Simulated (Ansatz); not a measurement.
# Li2O: a point defect seen from the nuclei (Cu on a Li site), part 2 of 2

Wanted: the field gradients around Cu on a Li site in Li2O, cell charge 0, before and after the neighbours move. The cell is a supercell built from a refined structure from the COD. Planned: a single point, then a relaxation.

Ansatz 0.2.0; DFT, PBE, plane-wave PAW, default files, scalar-relativistic.

## (3) Ions relaxed

File input.yaml:

```yaml
crystal:
  lattice:
    - [0.0, 4.61, 4.61]
    - [4.61, 0.0, 4.61]
    - [4.61, 4.61, 0.0]
  atoms:
    - { symbol: Cu, position: [0.125, 0.125, 0.125] }
    - { symbol: Li, position: [0.125, 0.125, 0.625] }
    - { symbol: Li, position: [0.125, 0.625, 0.125] }
    - { symbol: Li, position: [0.125, 0.625, 0.625] }
    - { symbol: Li, position: [0.625, 0.125, 0.125] }
    - { symbol: Li, position: [0.625, 0.125, 0.625] }
    - { symbol: Li, position: [0.625, 0.625, 0.125] }
    - { symbol: Li, position: [0.625, 0.625, 0.625] }
    - { symbol: Li, position: [0.375, 0.375, 0.375] }
    - { symbol: Li, position: [0.375, 0.375, 0.875] }
    - { symbol: Li, position: [0.375, 0.875, 0.375] }
    - { symbol: Li, position: [0.375, 0.875, 0.875] }
    - { symbol: Li, position: [0.875, 0.375, 0.375] }
    - { symbol: Li, position: [0.875, 0.375, 0.875] }
    - { symbol: Li, position: [0.875, 0.875, 0.375] }
    - { symbol: Li, position: [0.875, 0.875, 0.875] }
    - { symbol: O, position: [0.0, 0.0, 0.0] }
    - { symbol: O, position: [0.0, 0.0, 0.5] }
    - { symbol: O, position: [0.0, 0.5, 0.0] }
    - { symbol: O, position: [0.0, 0.5, 0.5] }
    - { symbol: O, position: [0.5, 0.0, 0.0] }
    - { symbol: O, position: [0.5, 0.0, 0.5] }
    - { symbol: O, position: [0.5, 0.5, 0.0] }
    - { symbol: O, position: [0.5, 0.5, 0.5] }
kpoints:
  mp_grid: { grid: [4, 4, 4] }
scf:
  occupations: { method: fermi_dirac, width: 0.01 }
hamiltonian:
  xc: pbe
  pseudopotentials: { kind: paw }
output:
  forces: true
  stress: true
  populations: true
  efg:
    quadrupole_moments_barn: { Cu: -0.22, Li: -0.0401, O: -0.02558 }
    contact_densities: true
relax:
  f_tol: 0.03
  max_steps: 40
```

Command:

```bash
ansatz run input.yaml --threads 1 --pin off --max-ram 2560MiB --backend cpu --events-out ev --progress --plain --runs-dir out
```

Log:

```text
Warning: output.stress: scf.convergence.dr2_threshold = 1e-7 eV (the SCF's general default) is looser than the 2.4e-9 eV advised for a printed stress (1e-10 eV for each atom of the cell: 24). What an SCF threshold leaves in a stress goes as its square root, and in the free energy as the threshold itself, and one threshold admits the most on a small cell: of the crystals measured, under no hybrid functional and no lock of the moments, on runs that ended without the residual-converged pass, on stresses that held no estimate of that error, the worst erred by over 100 MPa in a component at 1e-7 eV an atom and by under 5 at 1e-10. Every solve of this run answers to scf.convergence.dr2_threshold, and the tensor of one is reported: a single SCF on the reported geometry and on this run's grids (its basis.xc_grid and basis.ecutrho_ratio typed), with scf.convergence.dr2_threshold at 2.4e-9 eV or tighter, prints it and tightens no other solve. Else set scf.convergence.dr2_threshold to 2.4e-9 eV or tighter. The threshold is an SCF's pass mark: one that does not reach it within its budget of iterations ends unconverged, or closes short of it on a stop that the run arms, and scf.convergence.dr2_threshold's page says what that costs each kind of run
Warning: RAYON_NUM_THREADS=1 ignored (pool sized by the plan → 1); use --threads N
Engine: ansatz 0.2.0, aarch64-unknown-linux-gnu
Pseudopotentials: kind: paw
Pseudopotential: Cu, paw, valence charge 19, recommended cutoff 420 eV (normal), Cu.paw.azcp
Pseudopotential: Li, paw, valence charge 3, recommended cutoff 420 eV (normal), Li.paw.azcp
Pseudopotential: O, paw, valence charge 6, recommended cutoff 420 eV (normal), O.paw.azcp
Functional definition: PBE
  parameter kappa = 0.804
  parameter beta = 0.06672455060314922
  exchange = pbe_x(kappa = kappa, mu = beta*pi^2/3)
  correlation = pbe_c(beta = beta)
Crystal: 24 atoms, lattice volume = 195.944 Å³
Basis set: ecut = 420 eV, 3839 PW (Γ), exchange–correlation on 90×90×90 points (8 copies of the dense FFT grid, shifted against one another)
Bands: 80, of which v1, the nominal top of the filled ones, is band 56 counted from 1 (55 counted from 0)
Symmetry: 24 space group operations
Space group: F-43m (ITA 216), of the structure as read, at distance tolerance 5.8e-5 Å
k-points: 8 of 64 (time reversal used)
Non-local potential: Cu, projectors of the file, l = 0: 3, l = 1: 2, l = 2: 3, l = 3: 1
Non-local potential: Li, projectors of the file, l = 0: 3, l = 1: 2, l = 2: 1
Non-local potential: O, projectors of the file, l = 0: 2, l = 1: 2, l = 2: 1
PAW form: soft (Blöchl's): semilocal exchange-correlation on the pseudo side does not see the compensation charge
PAW one-centre angular grid: Cu, 590 points (default); XC on 64 Gauss nodes
PAW one-centre angular grid: Li, 110 points (default); XC on 64 Gauss nodes
PAW one-centre angular grid: O, 110 points (default); XC on 64 Gauss nodes
Initial density: superposition of atomic densities (neutral atoms: chi_scale 0, normalization atom), corrected by the library's trained network
Initial wavefunctions: pseudopotential atomic-orbital guess
Functional: x = pbe(κ = 0.804, μ = 0.2195149727645171), c = pbe(β = 0.06672455060314922)
SCF iter   1: F=—  HF=-14255.951170 eV  |F-HF|=—  |Δ(HF+E_count)|=         —  Δρ=5.29e-3  dr2=5.71e-2  ethr=1.77e-3  ⟨swp⟩=5.8  Hψ=2562  notcnv=0  defer=81
preconditioner: auto → Resta (q_TF=auto, 2.485 Å⁻¹)  ε∞=3.5  [insulator: Δε(μ)=2.898 eV  Ē_g=14.470 eV  σ=0.010 eV  W_gap=1.00  n_scr=58 (ndim 8)  ℏωp=22.8 eV  f_vac=0.000  D(μ)=0.00/eV (n_scr^D=0)  ε∞_Penn≈3.5]
SCF iter   2: F=—  HF=-14255.942807 eV  |F-HF|=—  |Δ(HF+E_count)|=   8.36e-3  Δρ=1.34e-3  dr2=7.88e-3  ethr=5.10e-5  ⟨swp⟩=2.0  Hψ=828  notcnv=0  defer=140
SCF iter   3: F=—  HF=-14255.940489 eV  |F-HF|=—  |Δ(HF+E_count)|=   2.32e-3  Δρ=1.19e-3  dr2=4.76e-3  ethr=7.03e-6  ⟨swp⟩=2.0  Hψ=1000  notcnv=0  defer=140
SCF iter   4: F=—  HF=-14255.939407 eV  |F-HF|=—  |Δ(HF+E_count)|=   1.08e-3  Δρ=3.40e-4  dr2=4.15e-4  ethr=4.25e-6  ⟨swp⟩=2.0  Hψ=784  notcnv=0  defer=140
SCF iter   5: F=—  HF=-14255.939296 eV  |F-HF|=—  |Δ(HF+E_count)|=   1.11e-4  Δρ=1.07e-4  dr2=2.35e-5  ethr=3.71e-7  ⟨swp⟩=2.0  Hψ=687  notcnv=0  defer=140
SCF iter   6: F=-14255.939289 eV  HF=-14255.939289 eV  |F-HF|=8.87e-9  |Δ(HF+E_count)|=   7.18e-6  Δρ=3.21e-5  dr2=2.19e-6  ethr=2.01e-8  ⟨swp⟩=4.0  Hψ=1649  notcnv=0
SCF 1 converged in 6 iterations: F = -14255.939289 eV  dr2 = 2.19e-6
relax step   1: F+E_penalty+E_count = -14255.93928897 eV  Δ(F+E_penalty+E_count) = +0.000e0 eV  max|allowed force component| = 8.460e-1 eV/Å  Δτ_max = 0.0000 Å  (6 SCF iters, dr2 threshold 2.25e-5 eV, accepted)
[... 12 lines left out ...]
relax step   2: F+E_penalty+E_count = -14256.11025777 eV  Δ(F+E_penalty+E_count) = -1.710e-1 eV  max|allowed force component| = 4.382e-1 eV/Å  Δτ_max = 0.0372 Å  (6 SCF iters, dr2 threshold 4.47e-5 eV, accepted)
[... 8 lines left out ...]
relax step   3: F+E_penalty+E_count = -14256.17585440 eV  Δ(F+E_penalty+E_count) = -6.560e-2 eV  max|allowed force component| = 1.540e-1 eV/Å  Δτ_max = 0.0414 Å  (6 SCF iters, dr2 threshold 1.20e-5 eV, accepted)
[... 8 lines left out ...]
relax step   4: F+E_penalty+E_count = -14256.18622393 eV  Δ(F+E_penalty+E_count) = -1.037e-2 eV  max|allowed force component| = 2.646e-2 eV/Å  Δτ_max = 0.0198 Å  (6 SCF iters, dr2 threshold 2.93e-6 eV, accepted)
[... 12 lines left out ...]
relax step   5: F+E_penalty+E_count = -14256.18622397 eV  Δ(F+E_penalty+E_count) = -3.775e-8 eV  max|allowed force component| = 2.646e-2 eV/Å  Δτ_max = 0.0000 Å  (6 SCF iters, accepted)
NSCF: frozen V_eff on 8 k-points
the band table was solved once a step of the walk had ended and its energy, with any forces and stress, was formed, with the checks that follow a solve (3167 applications of the Hamiltonian). They found nothing against the state; the energy, forces and stress were not computed again (output.eigenvalues in the input reference)
SCF converged after 6 iterations
Free energy (F): -14256.186224 eV
Harris-Foulkes:  -14256.186224 eV  (|F-HF|=1.71e-10)
Internal energy: -14256.186224 eV  (E = F + TS)
E sigma→0 (E₀):  -14256.186224 eV
Fermi energy:    6.931941 eV
--- Per-component energies (eV) ---
  E_band       = -1774.909656
  E_kinetic    = 2062.582252
  E_local      = -10581.973516  (includes V_loc(G=0)·N_el)
  E_nonlocal   = 293.552470
  E_hartree    = 4249.492976
  E_xc         = -857.714461
  E_vxc        = -1098.609635  (∫ρ·V_xc dr)
  E_paw        = -3255.518903  (= ΣΔE_a)
  E_vpaw       = -949.466921  (= ΣTr[D̂ρ^β])
  E_aug_tail   = 0.020846  (compensation charges beyond the density's cutoff)
  E_ewald      = -6166.627888
  E_smearing   = -0.000000  (= −TS)
  E_closure    = -0.000000  (closes the sum)
  Σ components = -14256.186224   (vs F -14256.186224, Δ=0.00e0)
--- Forces (eV/Å), atoms counted from 1 ---
  atom   1  Cu    -0.00000000     0.00000000     0.00000000
  atom   2  Li    -0.00000000     0.00000000     0.01209759
  atom   3  Li    -0.00000000     0.01209759    -0.00000000
  atom   4  Li    -0.01209759     0.00000000     0.00000000
  atom   5  Li     0.01209759     0.00000000    -0.00000000
  atom   6  Li    -0.00000000    -0.01209759    -0.00000000
  atom   7  Li    -0.00000000    -0.00000000    -0.01209759
  atom   8  Li    -0.00000000     0.00000000     0.00000000
  atom   9  Li     0.00000000    -0.00000000     0.00000000
  atom  10  Li     0.00000000    -0.00000000     0.01990572
  atom  11  Li     0.00000000     0.01990572     0.00000000
  atom  12  Li    -0.01990572    -0.00000000    -0.00000000
  atom  13  Li     0.01990572    -0.00000000     0.00000000
  atom  14  Li     0.00000000    -0.01990572     0.00000000
  atom  15  Li     0.00000000    -0.00000000    -0.01990572
  atom  16  Li     0.00000000    -0.00000000    -0.00000000
  atom  17  O      0.00011277     0.00011277     0.00011277
  atom  18  O     -0.00011277    -0.00011277     0.00011277
  atom  19  O     -0.00011277     0.00011277    -0.00011277
  atom  20  O     -0.02645515     0.02645515     0.02645515
  atom  21  O      0.00011277    -0.00011277    -0.00011277
  atom  22  O      0.02645515    -0.02645515     0.02645515
  atom  23  O      0.02645515     0.02645515    -0.02645515
  atom  24  O     -0.02645515    -0.02645515    -0.02645515
  max |Σ_I F_I| component: 2.78e-17 eV/Å
--- Stress (GPa, compression-positive) ---
        3.380803      -0.000000      -0.000000
       -0.000000       3.380803       0.000000
       -0.000000       0.000000       3.380803
  P = ⅓ Tr σ = 3.3808 GPa (33.808 kbar)
--- PAW observables at the nuclei: V_zz in 10²¹ V/m², potentials from the cell's mean, atoms counted from 1 ---
  atom   1  Cu V_zz =    +0.000000   η = 0.0000   by run symmetry: forbidden   C_q = -0.0000 MHz
            electrostatic potential = -3752.580265 V   contact ρ = 147543.276159 e/Å³
  atom   2  Li V_zz =    -0.024418   η = 0.5204   by run symmetry: allowed   C_q = +0.0237 MHz
            electrostatic potential = -168.066391 V   contact ρ = 94.731366 e/Å³
  atom   3  Li V_zz =    -0.024418   η = 0.5204   by run symmetry: allowed   C_q = +0.0237 MHz
            electrostatic potential = -168.066391 V   contact ρ = 94.731366 e/Å³
  atom   4  Li V_zz =    -0.024418   η = 0.5204   by run symmetry: allowed   C_q = +0.0237 MHz
            electrostatic potential = -168.066391 V   contact ρ = 94.731366 e/Å³
  atom   5  Li V_zz =    -0.024418   η = 0.5204   by run symmetry: allowed   C_q = +0.0237 MHz
            electrostatic potential = -168.066391 V   contact ρ = 94.731366 e/Å³
  atom   6  Li V_zz =    -0.024418   η = 0.5204   by run symmetry: allowed   C_q = +0.0237 MHz
            electrostatic potential = -168.066391 V   contact ρ = 94.731366 e/Å³
  atom   7  Li V_zz =    -0.024418   η = 0.5204   by run symmetry: allowed   C_q = +0.0237 MHz
            electrostatic potential = -168.066391 V   contact ρ = 94.731366 e/Å³
  atom   8  Li V_zz =    -0.000000   η = 0.0000   by run symmetry: forbidden   C_q = +0.0000 MHz
            electrostatic potential = -168.019034 V   contact ρ = 94.742577 e/Å³
  atom   9  Li V_zz =    +0.000000   η = 0.0000   by run symmetry: forbidden   C_q = -0.0000 MHz
            electrostatic potential = -167.947562 V   contact ρ = 94.709050 e/Å³
  atom  10  Li V_zz =    +0.042221   η = 0.9352   by run symmetry: allowed   C_q = -0.0409 MHz
            electrostatic potential = -167.963451 V   contact ρ = 94.715800 e/Å³
  atom  11  Li V_zz =    +0.042221   η = 0.9352   by run symmetry: allowed   C_q = -0.0409 MHz
            electrostatic potential = -167.963451 V   contact ρ = 94.715800 e/Å³
  atom  12  Li V_zz =    +0.042221   η = 0.9352   by run symmetry: allowed   C_q = -0.0409 MHz
            electrostatic potential = -167.963451 V   contact ρ = 94.715800 e/Å³
  atom  13  Li V_zz =    +0.042221   η = 0.9352   by run symmetry: allowed   C_q = -0.0409 MHz
            electrostatic potential = -167.963451 V   contact ρ = 94.715800 e/Å³
  atom  14  Li V_zz =    +0.042221   η = 0.9352   by run symmetry: allowed   C_q = -0.0409 MHz
            electrostatic potential = -167.963451 V   contact ρ = 94.715800 e/Å³
  atom  15  Li V_zz =    +0.042221   η = 0.9352   by run symmetry: allowed   C_q = -0.0409 MHz
            electrostatic potential = -167.963451 V   contact ρ = 94.715800 e/Å³
  atom  16  Li V_zz =    +0.000000   η = 0.0000   by run symmetry: forbidden   C_q = -0.0000 MHz
            electrostatic potential = -168.426607 V   contact ρ = 94.809123 e/Å³
  atom  17  O  V_zz =    +3.659368   η = 0.0000   by run symmetry: allowed   C_q = -2.2634 MHz
            electrostatic potential = -619.960345 V   contact ρ = 2155.354341 e/Å³
  atom  18  O  V_zz =    +3.659368   η = 0.0000   by run symmetry: allowed   C_q = -2.2634 MHz
            electrostatic potential = -619.960345 V   contact ρ = 2155.354341 e/Å³
  atom  19  O  V_zz =    +3.659368   η = 0.0000   by run symmetry: allowed   C_q = -2.2634 MHz
            electrostatic potential = -619.960345 V   contact ρ = 2155.354341 e/Å³
  atom  20  O  V_zz =    -0.000255   η = 0.0000   by run symmetry: allowed   C_q = +0.0002 MHz
            electrostatic potential = -620.231631 V   contact ρ = 2155.021383 e/Å³
  atom  21  O  V_zz =    +3.659368   η = 0.0000   by run symmetry: allowed   C_q = -2.2634 MHz
            electrostatic potential = -619.960345 V   contact ρ = 2155.354341 e/Å³
  atom  22  O  V_zz =    -0.000255   η = 0.0000   by run symmetry: allowed   C_q = +0.0002 MHz
            electrostatic potential = -620.231631 V   contact ρ = 2155.021383 e/Å³
  atom  23  O  V_zz =    -0.000255   η = 0.0000   by run symmetry: allowed   C_q = +0.0002 MHz
            electrostatic potential = -620.231631 V   contact ρ = 2155.021383 e/Å³
  atom  24  O  V_zz =    -0.000255   η = 0.0000   by run symmetry: allowed   C_q = +0.0002 MHz
            electrostatic potential = -620.231631 V   contact ρ = 2155.021383 e/Å³
--- Band table (eV; the first three rows and the last of 8) ---
[... 4 lines left out ...]
--- Relaxed structure (5 steps of the walk, 5 accepted, 0 SCFs on fresh bases) ---
  F+E_penalty+E_count = -14256.18622397 eV   max|allowed force component| = 2.646e-2 eV/Å
  atoms:
    - { symbol: Cu, position: [0.125, 0.125, 0.125] }
    - { symbol: Li, position: [0.12508361896468065, 0.12508361896468065, 0.6249163810353192] }
    - { symbol: Li, position: [0.12508361896468065, 0.6249163810353192, 0.12508361896468062] }
    - { symbol: Li, position: [0.12508361896468057, 0.6249163810353193, 0.6249163810353193] }
    - { symbol: Li, position: [0.6249163810353192, 0.12508361896468065, 0.12508361896468062] }
    - { symbol: Li, position: [0.6249163810353193, 0.12508361896468057, 0.6249163810353193] }
    - { symbol: Li, position: [0.6249163810353193, 0.6249163810353193, 0.12508361896468057] }
    - { symbol: Li, position: [0.625, 0.625, 0.625] }
    - { symbol: Li, position: [0.375, 0.375, 0.375] }
    - { symbol: Li, position: [0.3775962904957114, 0.3775962904957114, 0.8724037095042886] }
    - { symbol: Li, position: [0.3775962904957114, 0.8724037095042886, 0.37759629049571153] }
    - { symbol: Li, position: [0.3775962904957114, 0.8724037095042886, 0.8724037095042885] }
    - { symbol: Li, position: [0.8724037095042886, 0.3775962904957114, 0.37759629049571153] }
    - { symbol: Li, position: [0.8724037095042886, 0.3775962904957114, 0.8724037095042885] }
    - { symbol: Li, position: [0.8724037095042886, 0.8724037095042886, 0.3775962904957114] }
    - { symbol: Li, position: [0.875, 0.875, 0.875] }
    - { symbol: O, position: [-0.005151820681610887, -0.005151820681610887, -0.005151820681610887] }
    - { symbol: O, position: [-0.005151820681610887, -0.005151820681610887, 0.5154554620448327] }
    - { symbol: O, position: [-0.005151820681610908, 0.5154554620448327, -0.005151820681610908] }
    - { symbol: O, position: [-0.0015216945089335798, 0.5005072315029778, 0.5005072315029779] }
    - { symbol: O, position: [0.5154554620448327, -0.005151820681610908, -0.005151820681610908] }
    - { symbol: O, position: [0.5005072315029778, -0.0015216945089335798, 0.5005072315029779] }
    - { symbol: O, position: [0.5005072315029778, 0.5005072315029778, -0.0015216945089335798] }
    - { symbol: O, position: [0.5005072315029778, 0.5005072315029778, 0.5005072315029778] }
--- Löwdin populations: 24 sites ---
  site symbol       q [e]
     0     Cu     18.3876
     1     Li      2.2754
     2     Li      2.2754
     3     Li      2.2754
     4     Li      2.2754
     5     Li      2.2754
     6     Li      2.2754
     7     Li      2.2804
     8     Li      2.2800
     9     Li      2.2843
    10     Li      2.2843
    11     Li      2.2843
    12     Li      2.2843
    13     Li      2.2843
    14     Li      2.2843
    15     Li      2.2647
    16      O      7.2374
    17      O      7.2374
    18      O      7.2374
    19      O      7.2859
    20      O      7.2374
    21      O      7.2859
    22      O      7.2859
    23      O      7.2859
  spilling = 0.011927 (of n_electrons = 112.000000)
```

It took 48 s on 1 thread of Arm Neoverse V1, shared host; peak memory 0.5 GiB.

Relaxation path:

| step | energy change (eV) | largest force component (eV/Å) |
| --- | --- | --- |
| 1 | 0.0000 | 0.846 |
| 2 | -0.1710 | 0.438 |
| 3 | -0.2366 | 0.154 |
| 4 | -0.2469 | 0.026 |
| 5 | -0.2469 | 0.026 |

Largest displacement: 0.082 Å (atom 19 and its like, O); mean 0.021 Å.

At the end: gap on the mesh 2.82 eV, largest force 0.046 eV/Å, pressure 3.4 GPa.

Beside the values of step 2 (V_zz in 10²¹ V/m²):

| site | atoms | V_zz, PBE | V_zz, PBE relaxed | η, PBE | η, PBE relaxed |
| --- | --- | --- | --- | --- | --- |
| Cu | 1 | 0.00 | 0.00 | – | – |
| O17 | 17, 18, 19, … | 3.66 | 3.66 | 0.00 | 0.00 |
| Li10 | 10, 11, 12, … | 0.035 | 0.042 | 0.05 | 0.94 |
| Li2 | 2, 3, 4, … | -0.013 | -0.024 | 0.71 | 0.52 |
| O20 | 20, 22, 23, … | -0.17 | <0.01 | 0.00 | – |
| Li9 | 9 | 0.00 | 0.00 | – | – |
| Li16 | 16 | 0.00 | 0.00 | – | – |
| Li8 | 8 | 0.00 | 0.00 | – | – |

The printed gradients, by site:

| site | atoms | distance from the defect (Å) | V_zz (10²¹ V/m²) | η | C_Q (MHz) |
| --- | --- | --- | --- | --- | --- |
| Cu | 1 | 0.00 | 0.00 | – | 0 (⁶³Cu) |
| O17 | 17, 18, 19, 21 | 2.08 | 3.66 | 0.00 | -2.26 (¹⁷O) |
| Li10 | 10, 11, 12, 13, … | 2.33 | 0.042 | 0.94 | -0.041 (⁷Li) |
| Li2 | 2, 3, 4, 5, … | 3.26 | -0.024 | 0.52 | 0.024 (⁷Li) |
| O20 | 20, 22, 23, 24 | 3.82 | <0.01 | – | ≈0 (¹⁷O) |
| Li9 | 9 | 3.99 | 0.00 | – | 0 (⁷Li) |
| Li16 | 16 | 3.99 | 0.00 | – | 0 (⁷Li) |
| Li8 | 8 | 4.61 | 0.00 | – | 0 (⁷Li) |

Direction of the V_zz axis (Cartesian unit vector):

| site | atom | x | y | z |
| --- | --- | --- | --- | --- |
| O17 | 17 | 0.58 | 0.58 | 0.58 |

The sizes of the gradients above 0.15 moved by 100 % at O20 (-0.17 to <0.01).

## (4) Summary of results

This closing draws on all 2 parts.

| quantity | value |
| --- | --- |
| state (step 3) | gap on the mesh 2.82 eV, largest force 0.046 eV/Å, pressure 3.4 GPa |
| V_zz by site, step 3 (10²¹ V/m²) | Cu 0.00, O17 3.66, Li10 0.042, Li2 -0.024, O20 <0.01, Li9 0.00, Li16 0.00, Li8 0.00 |
| largest C_Q in size, step 3 | 2.26 MHz, ¹⁷O at O17 |
| step 3 (ions relaxed) against step 2 | 100 % at O20 (-0.17 to <0.01) |

In words: The largest gradient sits at O17 (7 Li at 1.91–2.04 Å, 1 Cu at 2.08 Å). The runs allow no spin. The relaxation kept the symmetry F-43m, so a distorted place of lower energy may have been missed. Moves of at most 0.08 Å on relaxation changed gradients by up to 100 % (gradients over 0.15 counted), so small moves matter. The defect repeats with the cell of 24 atoms, so it feels its images: sites between two images don't show the values beside a lone defect, and zeros or small values of η there can come from the images' arrangement. The relaxation keeps the site symmetry -43m of the start, so the impurity can't leave its site; a start off the site could end lower. Semilocal functionals underestimate gradients at Cu(I), in Cu₂O by a fifth to nearly a half.
